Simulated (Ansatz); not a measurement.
# GaAsH₂ (triplet): B2PLYP, RPA-PBE over vertical spin and charge gaps, cc-pVDZ

Aim: run GaAsH₂ (triplet) with these functionals over vertical spin and charge gaps, and hold them against the top wave-function level at the same points.

The runs use Ansatz 0.2.0, Gaussian basis; cc-pVDZ, all electrons in the functionals, frozen cores in the correlation of double hybrids and RPA.

The runs, in order: B2PLYP, RPA-PBE, at charge 0, triplet; charge 0, singlet; charge 0, quintet; charge 1, doublet; charge 1, quartet.

15 further runs of the same task are left out: 11 for a known fault of the program, 4 set aside as unsound or not needed. Runs told in other sessions of the task aren't counted.

### Step 1. What is computed

The geometry is a PBE0/def2-TZVP stationary point (not a proven minimum). No spin-orbit coupling is included. The filled d shell of Ga, As may be among the frozen orbitals whatever the setting's name suggests.

4 atoms, charge 0, spin multiplicity 3.

Atoms are counted from 1 here; the program's logs count them from 0.

Bond lengths: Ga1–As2 2.421 Å, Ga1–H3 1.572 Å, Ga1–H4 1.572 Å. Angles: As2–Ga1–H3 119.9°, As2–Ga1–H4 119.9°, H3–Ga1–H4 120.3°.

As a file:

```tsv
atom	x (Å)	y (Å)	z (Å)
Ga1	0.00000	0.00000	1.22603
As2	0.00000	0.00000	-1.19502
H3	0.00000	1.36363	2.00910
H4	0.00000	-1.36363	2.00910
```

No dispersion term is added.

The geometry shown and the zero of energy belong to the point charge 0, triplet. The yardstick, RCCSDTQ, and other wave-function levels (R restricted, U unrestricted, valence and pair active spaces) come from earlier runs.

### Step 2. B2PLYP, charge 0, triplet

The input, in.yaml:

```yaml
crystal:
  periodic: [false, false, false]
  atoms:
    - {symbol: Ga, position_ang: [0.000000, 0.000000, 1.226035]}
    - {symbol: As, position_ang: [0.000000, 0.000000, -1.195022]}
    - {symbol: H, position_ang: [0.000000, 1.363635, 2.009104]}
    - {symbol: H, position_ang: [0.000000, -1.363635, 2.009104]}
basis:
  gaussian: {orbitals: cc-pVDZ}
magnetization: {spin_polarized: true, initial_magnetization: 2}
hamiltonian: {xc: {name: B2PLYP}}
correlation: {electrons: outside_noble_gas}
```

Command:

```console
ansatz run in.yaml --threads 1 --pin off --events-out ev --progress --plain --max-ram 4096MiB --backend cpu
```

The runs that follow: B2PLYP, charge 0, singlet; B2PLYP, charge 0, quintet; B2PLYP, charge 1, doublet; B2PLYP, charge 1, quartet; RPA-PBE, charge 0, triplet; RPA-PBE, charge 0, singlet; RPA-PBE, charge 0, quintet; RPA-PBE, charge 1, doublet; RPA-PBE, charge 1, quartet.

Q: Predict the results of all the runs planned. Wanted: triplet to singlet, RCCSDTQ; triplet to quintet, RCCSDTQ; ionisation to the doublet cation, RCCSDTQ; ionisation to the quartet cation, RCCSDTQ; largest miss, B2PLYP; largest miss, RPA-PBE.

As calculated:

| quantity | value |
| --- | --- |
| triplet to singlet, RCCSDTQ | 18.4 kcal/mol |
| triplet to quintet, RCCSDTQ | 83.2 kcal/mol |
| ionisation to the doublet cation, RCCSDTQ | 203.5 kcal/mol |
| ionisation to the quartet cation, RCCSDTQ | 201.6 kcal/mol |
| largest miss, B2PLYP | +6.1 kcal/mol (ionisation to the quartet cation) |
| largest miss, RPA-PBE | +4.9 kcal/mol (ionisation to the quartet cation) |

Of the functionals, RPA-PBE keep the smallest largest miss at the points compared (at most 4.9 kcal/mol) and B2PLYP strays most (6.1 kcal/mol, at ionisation to the quartet cation). B2PLYP, RPA-PBE clearly break the spin symmetry at some points (⟨S²⟩ up to 0.97 above the pure value), so energy there is bought with a mixed spin. Functionals and the yardstick converge differently with the basis, so part of each miss in cc-pVDZ is the basis.
